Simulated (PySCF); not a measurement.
# C2H6OZn (SMILES C[O][Zn][CH3]): levels of theory compared

Wanted: a comparison of 6 runs (HF/3-21G, HF/def2-SVP, B3LYP/6-31G*, PBE/6-31G**, PBE/def2-TZVP, CCSD(T)/cc-pVDZ) of C2H6OZn. The job is set up through a Python script.

The results are computed with PySCF 2.14.0.

## (1) The molecule

C2H6OZn has 10 atoms, charge 0, and is taken as a singlet. SMILES: `C[O][Zn][CH3]`. Geometry: a GFN2-xTB relaxation, a rough one for these elements and not checked as a minimum.

Bond lengths: C1–O2 1.392 Å, O2–Zn3 1.740 Å, Zn3–C4 1.996 Å, C1–H5 1.097 Å, C1–H6 1.097 Å, C1–H7 1.097 Å, C4–H8 1.081 Å, C4–H9 1.084 Å, C4–H10 1.083 Å. Some angles: C1–O2–Zn3 149.1°, O2–Zn3–C4 139.7°, O2–C1–H5 111.9°, O2–C1–H6 107.9°, O2–C1–H7 111.9°, Zn3–C4–H8 114.2°, Zn3–C4–H9 107.1°, Zn3–C4–H10 110.0°, H5–C1–H6 108.2°, H5–C1–H7 108.5°.

## (2) Energy and forces at HF/3-21G (run 1)

job.py

```python
import pyscf.grad
from pyscf import gto, scf

system = gto.Mole()
system.atom = '''
C     -0.917424     3.725236    -2.350309
O     -0.219964     1.738170    -0.773427
Zn    -0.039779    -1.498780    -0.225577
C      0.968447    -3.904401     2.498842
H      0.122662     3.693375    -4.143225
H     -0.474737     5.499859    -1.374851
H     -2.948332     3.703372    -2.768827
H      0.135380    -5.761548     2.326782
H      0.369441    -3.082729     4.278189
H      3.004268    -4.112592     2.532384
'''
system.max_memory = 1860
system.spin = 0
system.unit = 'bohr'
system.verbose = 3
system.basis = '3-21g'
system.build()

hf = scf.RHF(system)
hf.conv_tol = 1e-10
hf.kernel()
if not hf.converged:
    hf = hf.newton().run(hf.mo_coeff, hf.mo_occ)

etot = hf.e_tot
print('E(%s) = %.9f' % ('HF', etot))
grad = hf.Gradients().kernel()
dip = hf.dip_moment()
pop, q = hf.mulliken_pop()
```

Started as:

```console
$ OMP_NUM_THREADS=1 python job.py
```

The program printed:

```text
converged SCF energy = -1922.24554277974
[... 9 lines left out ...]
Dipole moment(X, Y, Z, Debye): -0.87561, -1.18202, -2.10764
[... 77 lines left out ...]
charge of    9H =      0.21350
```

Wall time 2 s (1 thread of Arm Neoverse V2, shared host); peak memory 0.14 GiB.

## (3) Energy and gradient at HF/def2-SVP (run 2)

calc.py

```python
from pyscf import gto

mol = gto.M(
    atom='''
C     -0.917424     3.725236    -2.350309
O     -0.219964     1.738170    -0.773427
Zn    -0.039779    -1.498780    -0.225577
C      0.968447    -3.904401     2.498842
H      0.122662     3.693375    -4.143225
H     -0.474737     5.499859    -1.374851
H     -2.948332     3.703372    -2.768827
H      0.135380    -5.761548     2.326782
H      0.369441    -3.082729     4.278189
H      3.004268    -4.112592     2.532384
''',
    verbose=3,
    spin=0,
    charge=0,
    max_memory=1860,
    basis='def2-svp',
    unit='bohr',
)

myscf = mol.RHF()
myscf.conv_tol = 1e-10
myscf.kernel()
if not myscf.converged:
    myscf = myscf.newton().run(myscf.mo_coeff, myscf.mo_occ)

e_final = myscf.e_tot
print(f'total energy: {e_final:.8f} hartree')
grad = myscf.nuc_grad_method().kernel()
dip = myscf.dip_moment()
pop, q = myscf.mulliken_pop()
```

Started as:

```console
$ OMP_NUM_THREADS=1 python calc.py
```

The program printed:

```text
converged SCF energy = -1931.51160052393
total energy: -1931.51160052 hartree
[... 8 lines left out ...]
Dipole moment(X, Y, Z, Debye): -0.77900, -1.58278, -1.88802
[... 114 lines left out ...]
charge of    9H =      0.04636
```

Run time: 8.1 s. Hardware: 1 thread of Arm Neoverse V2, shared host; peak memory 0.23 GiB.

## (4) Energy and gradient at B3LYP/6-31G(d) (spherical functions) (run 3)

input.py

```python
from pyscf import gto, dft

mol = gto.M(
    atom=[
    ('C', (-0.485480, 1.971310, -1.243730)),
    ('O', (-0.116400, 0.919800, -0.409280)),
    ('Zn', (-0.021050, -0.793120, -0.119370)),
    ('C', (0.512480, -2.066120, 1.322330)),
    ('H', (0.064910, 1.954450, -2.192500)),
    ('H', (-0.251220, 2.910400, -0.727540)),
    ('H', (-1.560190, 1.959740, -1.465200)),
    ('H', (0.071640, -3.048880, 1.231280)),
    ('H', (0.195500, -1.631310, 2.263920)),
    ('H', (1.589790, -2.176290, 1.340080)),
],
    max_memory=1860,
    verbose=4,
    spin=0,
    basis='6-31g*',
)

ks = dft.RKS(mol)
ks.xc = 'b3lyp'
ks.grids.level = 5
ks.conv_tol = 1e-10
ks.kernel()
if not ks.converged:
    ks = ks.newton().run(ks.mo_coeff, ks.mo_occ)

etot = ks.e_tot
print(f'total energy: {etot:.8f} hartree')
grad = ks.nuc_grad_method().kernel()
dip = ks.dip_moment()
pop, q = ks.mulliken_pop()
```

Started as:

```console
$ OMP_NUM_THREADS=1 python input.py
```

The program printed:

```text
PySCF version 2.14.0

[... 82 lines left out ...]
converged SCF energy = -1934.1533224455
total energy: -1934.15332245 hartree
[... 12 lines left out ...]
Dipole moment(X, Y, Z, Debye): -0.46987, -0.96493, -1.07638
[... 99 lines left out ...]
charge of    9H =      0.16845
```

Run time: 37 s. Hardware: 1 thread of Arm Neoverse V2, shared host; peak memory 0.86 GiB.

Runs 4 to 5 aren't shown in full; the table further down has their settings and results.

## (5) The energy at CCSD(T)/cc-pVDZ (run 6)

input.py

```python
from pyscf import gto, scf, cc

mol = gto.M(
    atom='''
C   -0.485480   1.971310  -1.243730
O   -0.116400   0.919800  -0.409280
Zn  -0.021050  -0.793120  -0.119370
C    0.512480  -2.066120   1.322330
H    0.064910   1.954450  -2.192500
H   -0.251220   2.910400  -0.727540
H   -1.560190   1.959740  -1.465200
H    0.071640  -3.048880   1.231280
H    0.195500  -1.631310   2.263920
H    1.589790  -2.176290   1.340080
''',
    basis='cc-pvdz',
    spin=0,
    max_memory=1860,
    verbose=4,
)

myscf = scf.RHF(mol)
myscf.conv_tol = 1e-10
myscf.kernel()
if not myscf.converged:
    myscf = myscf.newton().run(myscf.mo_coeff, myscf.mo_occ)

mycc = cc.CCSD(myscf, frozen=8)
mycc.kernel()
e_t = mycc.ccsd_t()
e_final = mycc.e_tot + e_t
print('E = %.10f Eh' % e_final)
dip = myscf.dip_moment()
pop, q = myscf.mulliken_pop()
```

Started as:

```console
$ OMP_NUM_THREADS=1 python input.py
```

The program printed:

```text
PySCF version 2.14.0

[... 68 lines left out ...]
converged SCF energy = -1931.92163859541
[... 12 lines left out ...]
Init t2, MP2 energy = -1933.0463526023  E_corr(MP2) -1.1247140068936
[... 15 lines left out ...]
CCSD converged
[... 3 lines left out ...]
Dipole moment(X, Y, Z, Debye): -0.73055, -1.41481, -1.75713
[... 126 lines left out ...]
charge of    9H =      0.03869
```

Run time: 4.7 min. Hardware: 1 thread of Arm Neoverse V2, shared host; peak memory 1.3 GiB.

## (6) All runs side by side

```csv
run,level,integration grid,task,energy (Eh),dipole moment (D) of the reference,HOMO energy (eV),LUMO energy (eV),wall time
1,HF/3-21G,–,gradient,-1922.245543,2.57,-10.20,1.33,2 s
2,HF/def2-SVP,–,gradient,-1931.511601,2.58,-10.46,1.70,8.1 s
3,B3LYP/6-31G* (spherical functions),5,gradient,-1934.153322,1.52,-6.62,-1.17,37 s
4,PBE/6-31G** (spherical functions),5,gradient,-1933.637063,1.26,-5.36,-1.63,47 s
5,PBE/def2-TZVP,5,gradient,-1934.029149,1.34,-5.71,-1.95,1.8 min
6,CCSD(T)/cc-pVDZ,–,energy,-1933.032842,2.37,-10.47,1.14,4.7 min
```

## (7) Summary of results

| quantity | value |
| --- | --- |
| run 6: total energy | -1933.03284 Eh |
| run 6: dipole moment (Hartree–Fock density) | 2.37 D |
| run 6: HOMO energy (Hartree–Fock orbitals) | -10.47 eV |
| run 6: LUMO energy (Hartree–Fock orbitals) | 1.14 eV |
| run 6: HOMO–LUMO gap (Hartree–Fock orbitals) | 11.60 eV |
| run 6: correlation energy (8 core orbitals frozen) | -1111.2 mEh |
| run 6: (T) correction | -26.20 mEh |
| run 6: T1 diagnostic | 0.018 |

What this shows: Over runs 1, 2, 3, 4, 5 the dipole moment (its size) runs from 1.26 D (PBE/6-31G**) to 2.58 D (HF/def2-SVP). The two ends differ in method and basis. Over runs 1, 2, 3, 4, 5 the HOMO–LUMO gap runs from 3.73 eV (PBE/6-31G**) to 12.16 eV (HF/def2-SVP). Totals of different functionals can't be ranked against each other. All runs together took 8 min, the longest 4.7 min.
